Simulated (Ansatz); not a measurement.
**singlet [InNH3]+: levels of theory compared**

We compute a comparison of 6 runs (BLYP/def2-SVP, HSE06/def2-SVP, PBE0/def2-SVP, SVWN5/def2-SVP, r2SCAN/def2-SVP, revPBE/def2-SVP) of singlet [InNH3]+. 

The calculation is run with Ansatz 0.2.0.

41 further runs of the same task are left out: 41 set aside as unsound or not needed.

### 1 Starting point

[InNH3]+: 5 atoms, total charge +1, spin state singlet. SMILES of the parent species: `[NH2][InH]`. Geometry: relaxed at PBE0-D4/def2-TZVP. This is one conformer, not always the lowest. That shape belongs to the parent species and isn't relaxed for this state.

Bond lengths: N1–In2 2.036 Å, N1–H3 1.011 Å, N1–H4 1.009 Å, In2–H5 1.761 Å. Angles: N1–In2–H5 116.4°, In2–N1–H3 120.0°, In2–N1–H4 120.8°, H3–N1–H4 109.8°.

### 2 A single-point energy at BLYP/def2-SVP (core potential) (run 1)

Contents of job.yaml:

```yaml
crystal:
  periodic: [false, false, false]
  atoms:
    - {symbol: N, position_ang: [-0.299400, -0.736500, 0.264700]}
    - {symbol: In, position_ang: [0.846600, 0.946400, 0.296000]}
    - {symbol: H, position_ang: [-0.846800, -0.960800, -0.554700]}
    - {symbol: H, position_ang: [0.017600, -1.585600, 0.707600]}
    - {symbol: H, position_ang: [0.331900, 2.262600, -0.755100]}
basis:
  gaussian:
    orbitals: def2-SVP
total_charge: 1
hamiltonian:
  xc: {name: BLYP}
accuracy: high
output: {orbitals: {seedname: orbitals}}
```

On the command line:

```bash
ansatz run job.yaml --threads 1 --pin off --max-ram 3480MiB --events-out events.jsonl --progress --plain --runs-dir runs
```

What it wrote:

```text
Warning: RAYON_NUM_THREADS=1 ignored (pool sized by the plan → 1); use --threads N
Functional definition: BLYP
  name "BLYP"
  parameter beta = 0.0042
  parameter a = 0.04918
  parameter b = 0.132
  parameter c = 0.2533
  parameter d = 0.349
  exchange = b88_x(beta = beta)
  correlation = lyp_c(a = a, b = b, c = c, d = d)
1329 factors; integrals over basis functions are off by at most 3.4e-9 eV
mean field evaluation 1: about -6674.1687 eV, gradient 1.1e2 eV
mean field evaluation 2: about -6498.5961 eV, gradient 1.7e2 eV
mean field evaluation 4: about -6699.2132 eV, gradient 1.8e1 eV
mean field evaluation 8: about -6701.0504 eV, gradient 1.0e-1 eV
mean field evaluation 16: about -6701.0464 eV, gradient 1.9e-4 eV
mean field -6701.04643572 eV, -246.2589143803 hartree, gradient 2.7e-8 eV, S^2 0.000000; 1 other end points of the search recorded, 0 dependent functions left out
reference -6701.04648238 eV, -246.2589160950 hartree; 15, 15 occupied and 40, 40 virtual orbitals, 1329 factors
Total energy: -6701.04648238 eV, -246.2589160950 hartree
```

It took 3.3 s on 1 thread of Arm Neoverse V1, shared host; peak memory 0.14 GiB.

### 3 A single-point energy at HSE06/def2-SVP (core potential) (run 2)

Contents of in.yaml:

```yaml
crystal:
  periodic: [false, false, false]
  atoms:
    - {symbol: "N", position_ang: [-0.299400, -0.736500, 0.264700]}
    - {symbol: In, position_ang: [0.846600, 0.946400, 0.296000]}
    - {symbol: H, position_ang: [-0.846800, -0.960800, -0.554700]}
    - {symbol: H, position_ang: [0.017600, -1.585600, 0.707600]}
    - {symbol: H, position_ang: [0.331900, 2.262600, -0.755100]}
basis:
  gaussian:
    orbitals: def2-SVP
hamiltonian:
  xc: {name: HSE06}
accuracy: high
output: {orbitals: {seedname: orbitals}}
total_charge: 1
```

On the command line:

```bash
ansatz run in.yaml --threads 1 --pin off --max-ram 3480MiB --events-out events.jsonl --progress --plain --runs-dir runs
```

What it wrote:

```text
Warning: RAYON_NUM_THREADS=1 ignored (pool sized by the plan → 1); use --threads N
Functional definition: HSE06
  name "HSE06"
  parameter a = 0.25
  parameter omega = 0.11/bohr
  exchange = pbe_x - a*pbe_x_sr(omega) + a*exact_x_sr(omega)
  correlation = pbe_c
1329 factors; integrals over basis functions are off by at most 3.4e-9 eV
93 factors; integrals over basis functions are off by at most 8.8e-10 eV
mean field evaluation 1: about -6680.7356 eV, gradient 9.3e1 eV
mean field evaluation 2: about -6571.8325 eV, gradient 1.6e2 eV
mean field evaluation 4: about -6699.5717 eV, gradient 1.6e1 eV
mean field evaluation 8: about -6700.7017 eV, gradient 2.5e-1 eV
mean field evaluation 16: about -6700.7019 eV, gradient 2.0e-6 eV
mean field -6700.70185626 eV, -246.2462513187 hartree, gradient 3.1e-8 eV, S^2 0.000000; 0 other end points of the search recorded, 0 dependent functions left out
reference -6700.70185994 eV, -246.2462514538 hartree; 15, 15 occupied and 40, 40 virtual orbitals, 1329 factors
Total energy: -6700.70185994 eV, -246.2462514538 hartree
```

It took 3.6 s on 1 thread of Arm Neoverse V1, shared host; peak memory 0.16 GiB.

Runs 3 to 5 aren't shown in full; the table further down has their settings and results.

### 4 A single-point energy at revPBE/def2-SVP (core potential) (run 6)

Contents of molecule.yaml:

```yaml
crystal:
  periodic: [false, false, false]
  atoms:
    - {symbol: N, position_ang: [-0.299400, -0.736500, 0.264700]}
    - {symbol: In, position_ang: [0.846600, 0.946400, 0.296000]}
    - {symbol: H, position_ang: [-0.846800, -0.960800, -0.554700]}
    - {symbol: H, position_ang: [0.017600, -1.585600, 0.707600]}
    - {symbol: H, position_ang: [0.331900, 2.262600, -0.755100]}
basis:
  gaussian:
    orbitals: def2-SVP
accuracy: high
output:
  orbitals: {seedname: orbitals}
total_charge: 1
hamiltonian:
  xc: {name: revPBE}
```

On the command line:

```bash
ansatz run molecule.yaml --threads 1 --pin off --max-ram 3480MiB --events-out events.jsonl --progress --plain --runs-dir runs
```

What it wrote:

```text
Warning: RAYON_NUM_THREADS=1 ignored (pool sized by the plan → 1); use --threads N
Functional definition: revPBE
  name "revPBE"
  parameter kappa = 1.245
  parameter beta = 0.06672455060314922
  exchange = pbe_x(kappa = kappa, mu = beta*pi^2/3)
  correlation = pbe_c(beta = beta)
1329 factors; integrals over basis functions are off by at most 3.4e-9 eV
mean field evaluation 1: about -6679.0391 eV, gradient 1.0e2 eV
mean field evaluation 2: about -6508.9751 eV, gradient 1.6e2 eV
mean field evaluation 4: about -6701.8449 eV, gradient 1.8e1 eV
mean field evaluation 8: about -6703.7773 eV, gradient 1.1e-1 eV
mean field evaluation 16: about -6703.7726 eV, gradient 2.9e-4 eV
mean field -6703.77258832 eV, -246.3590986404 hartree, gradient 1.3e-8 eV, S^2 0.000000; 1 other end points of the search recorded, 0 dependent functions left out
reference -6703.77259290 eV, -246.3590988089 hartree; 15, 15 occupied and 40, 40 virtual orbitals, 1329 factors
Total energy: -6703.77259290 eV, -246.3590988089 hartree
```

Wall time 3.3 s (1 thread of Arm Neoverse V1, shared host); peak memory 0.14 GiB.

### 5 All runs side by side

```tsv
run	level	energy (Eh)	HOMO energy (eV)	LUMO energy (eV)	HOMO–LUMO gap (eV)	wall time
1	BLYP/def2-SVP (core potential)	-246.258916	-11.58	-10.66	0.93	3.3 s
2	HSE06/def2-SVP (core potential)	-246.246251	-12.40	-10.25	2.15	3.6 s
3	PBE0/def2-SVP (core potential)	-246.250099	-12.81	-9.88	2.92	3.3 s
4	SVWN5/def2-SVP (core potential)	-245.531783	-11.84	-10.87	0.97	2.2 s
5	r2SCAN/def2-SVP (core potential)	-246.352550	-11.86	-10.53	1.33	6.3 s
6	revPBE/def2-SVP (core potential)	-246.359099	-11.60	-10.58	1.02	3.3 s
```

### 6 Outcome

| quantity | value |
| --- | --- |
| run 6: total energy | -246.35910 Eh |
| run 6: HOMO energy | -11.60 eV |
| run 6: LUMO energy | -10.58 eV |
| run 6: HOMO–LUMO gap | 1.02 eV |

What this shows: The HOMO–LUMO gap runs from 0.93 eV (BLYP/def2-SVP) to 2.92 eV (PBE0/def2-SVP). Totals of different functionals can't be ranked against each other. All runs together took 22 s, the longest 6.3 s.
